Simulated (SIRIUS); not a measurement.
TiP5 in SIRIUS: the effect of functional

TiP5:

```
CELL_PARAMETERS angstrom
0.00000 3.53294 3.53294
3.53294 0.00000 3.53294
3.53294 3.53294 0.00000
ATOMIC_POSITIONS crystal
Ti 0.00000 0.00000 0.00000
P 0.25000 0.25000 0.25000
P 0.62424 0.62424 0.62424
P 0.12729 0.62424 0.62424
P 0.62424 0.62424 0.12729
P 0.62424 0.12729 0.62424
```

The cell was built by a generator and needn't be a form met in nature.

Alike in all runs:

| Item | Value |
| --- | --- |
| Program | SIRIUS 7.10.0 |
| Task | single point |
| Potentials or basis | PseudoDojo 0.4.1 PBE standard (scalar relativistic) |
| Cutoff | 1152 eV |
| Density cutoff | 4606 eV |
| k mesh | 3 × 3 × 3 |
| Occupations | fermi-dirac, width 0.05 eV |
| Spin | no spin polarisation |

| functional | pressure (GPa) |
| --- | --- |
| LDA | -2.8 |
| PBEsol | -2.3 |
| RPBE | 2.5 |
| revPBE | 2.2 |
| BLYP | ? |
| PW91 | 2.5 |
| AM05 | -3.9 |
| LDA-VWN | -2.9 |
| SOGGA | -4.9 |
| LDA-PZ | -2.7 |

Task: What does the run with functional BLYP give?

Result: Pressure 11.6 GPa.

Caveats: all runs use coarse meshes; the potentials were made for another functional, which shifts forces and pressure.

Runs at the PBE level aren't shown here.
